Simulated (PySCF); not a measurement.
# C6H7GaS: the cost of one run

Programs: PySCF 2.14.0, with routines of our own; each step states its level. All values are computed. Atoms count from 0.

### 1 The system as given

15 atoms, charge 0, multiplicity 3; geometry from: GFN2-xTB.

### 2 Open-shell or spin-flip excitations: unrestricted TDDFT CAM-B3LYP/def2-SVP

The job: settings as JSON, then the geometry in Å.

```
{"job": {"kind": "uabs", "xc": "CAM-B3LYP", "basis": "def2-SVP", "nstates": 10, "tda": false}, "charge": 0, "multiplicity": 3}
C     -2.899977     1.196412    -0.543072
C     -2.318403     0.073210     0.041151
C     -0.969150    -0.150650     0.113982
C     -0.275346    -1.272285     0.693105
C      1.073334    -1.181635     0.599343
C      1.564630    -0.005433    -0.048858
Ga     3.445767     0.471483    -0.376725
S      0.238569     1.007931    -0.550303
H     -2.286535     1.961969    -0.981483
H     -3.965984     1.317208    -0.569370
H     -2.965612    -0.681441     0.469929
H     -0.817194    -2.083469     1.145539
H      1.770245    -1.920026     0.973139
H      3.845848     1.793221    -1.105005
H      4.555395    -0.518507     0.116716
```

With the program's defaults for keys left out, this is: unrestricted TDDFT CAM-B3LYP/def2-SVP, vertical, gas phase, core orbitals frozen in the response.

On the command line:

```sh
$ OMP_NUM_THREADS=1 python excited_run.py task.json out
```

The driver reads the jobs from task.json and runs them one after another.

Q: Estimate the wall time and peak memory of this first job on 1 thread of Intel Xeon at 2.70GHz, shared host.

About 3.5 min, with a peak of 0.78 GiB.
